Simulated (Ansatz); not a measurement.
I need harmonic frequencies at the relaxed geometry of CH2BrClSSi, SMILES Cl[Si]1(Br)CS1. Use Ansatz's Python interface. Level of theory (for the species named): B3LYP, def2-SVP basis, multiplicity 1.

```xyz
7

Cl   -1.6988   -1.7890   -0.6146
Si   -0.1124   -0.8166    0.1031
Br    1.6018   -2.0249    0.5508
C     0.0337    0.9838    0.1859
S     0.5095    0.6589   -1.4062
H     0.6885    1.4215    0.8652
H    -0.9610    1.4984    0.2702
```

Script `freq_ch2brclssi.py`:
```python
'''Harmonic frequencies of CH2BrClSSi at its relaxed geometry.'''

import ansatz as az
from ase import Atoms
from ase.thermochemistry import IdealGasThermo
import numpy as np


def main() -> None:
    atoms = Atoms(['Cl', 'Si', 'Br', 'C', 'S', 'H', 'H'], positions=[
        (-1.6988, -1.789, -0.6146),
        (-0.1124, -0.8166, 0.1031),
        (1.6018, -2.0249, 0.5508),
        (0.0337, 0.9838, 0.1859),
        (0.5095, 0.6589, -1.4062),
        (0.6885, 1.4215, 0.8652),
        (-0.961, 1.4984, 0.2702),
    ])
    ch2brclssi = az.Crystal.molecule_from_ase(atoms)

    base = (
        ch2brclssi.calculation()
        .basis(gaussian='def2-SVP')
        .functional('b3lyp')
    )
    symbols = [site.symbol for site in ch2brclssi.cartesian_sites]
    start = np.array([site.position_ang for site in ch2brclssi.cartesian_sites], dtype=float)
    report = base.relax(force_tolerance=0.003, max_steps=100).run(threads=1).report
    end = np.array(report['positions_ang'])

    print('final positions (A) and the move of each atom')
    for symbol, xyz, old in zip(symbols, end, start):
        print(f'{symbol:2s} {xyz[0]:10.5f} {xyz[1]:10.5f} {xyz[2]:10.5f}   {np.linalg.norm(xyz - old):7.4f}')

    # frequencies need a stationary point, so they are taken at the relaxed geometry
    minimum = az.Crystal.molecule()
    for symbol, place in zip(symbols, end):
        minimum = minimum.atom(symbol, place.tolist())
    vibrating = (
        minimum.calculation()
        .basis(gaussian='def2-SVP')
        .functional('b3lyp')
        .phonons(temperatures=(298.15, 498.15, 100))
    )
    vib = vibrating.run(threads=1).report['vibrations']
    sums = vib['harmonic_sums']
    modes = [m['omega_inv_cm'] for m in sums['modes_at_gamma'] if m['rigid_motion'] == 'no']
    for number, w in enumerate(modes, start=1):
        print(f'mode {number:2d} {w:9.1f} 1/cm {w / 8065.544 * 1000:8.2f} meV')
    print('imaginary modes:', sum(w < 0 for w in modes), ' zero-point energy:', round(sums['zero_point_energy_ev'], 4), 'eV')
    # rigid rotor and ideal gas, symmetry number taken as one
    gas = IdealGasThermo(vib_energies=[w / 8065.544 for w in modes if w > 0], geometry='linear' if len(modes) == 3 * len(symbols) - 5 else 'nonlinear',
                         atoms=Atoms(symbols, positions=end), symmetrynumber=1, spin=0.0)
    print(f'H(298 K) - E = {gas.get_enthalpy(298.15, verbose=False):.4f} eV')
    print(f'S(298 K, 1 bar) = {96485.33 * gas.get_entropy(298.15, 1e5, verbose=False):.1f} J/(mol K) with symmetry number 1')


if __name__ == '__main__':
    main()
```

```console
$ python freq_ch2brclssi.py
final positions (A) and the move of each atom
Cl   -1.72507   -1.83563   -0.48822    0.1372
Si    0.01974   -0.77911   -0.20229    0.3349
Br    1.55467   -2.11696    0.67614    0.1625
C    -0.05251    0.98996    0.27339    0.1230
S     0.56026    0.72848   -1.54106    0.1600
H     0.71812    1.42985    0.91733    0.0605
H    -1.01390    1.51551    0.31910    0.0740
mode  1     134.5 1/cm    16.67 meV
mode  2     147.8 1/cm    18.32 meV
mode  3     168.9 1/cm    20.95 meV
mode  4     210.7 1/cm    26.13 meV
mode  5     329.5 1/cm    40.85 meV
mode  6     506.5 1/cm    62.79 meV
mode  7     545.2 1/cm    67.59 meV
mode  8     577.4 1/cm    71.59 meV
mode  9     763.5 1/cm    94.66 meV
mode 10     826.9 1/cm   102.52 meV
mode 11     923.0 1/cm   114.43 meV
mode 12    1011.4 1/cm   125.40 meV
mode 13    1394.9 1/cm   172.94 meV
mode 14    3104.7 1/cm   384.93 meV
mode 15    3199.3 1/cm   396.67 meV
imaginary modes: 0  zero-point energy: 0.8582 eV
H(298 K) - E = 1.0616 eV
S(298 K, 1 bar) = 355.5 J/(mol K) with symmetry number 1
```

What to keep in mind:
- The frequencies are harmonic and unscaled, in a modest basis. The result belongs to the one conformer reached from this start, and soft torsions count as harmonic oscillators.
- b3lyp holds the VWN-RPA fit, as in Gaussian; the form of ORCA and Turbomole is b3lyp5.
- The entropy takes a symmetry number of 1; a symmetric molecule's is lower by R ln(sigma).
- Timing: 2.2 min on 1 thread of Intel(R) Xeon(R) 6975P-C (Granite Rapids) (shared host), peak memory 0.41 GiB.

(Lines on the test bed's own set-up are left out of the output.)
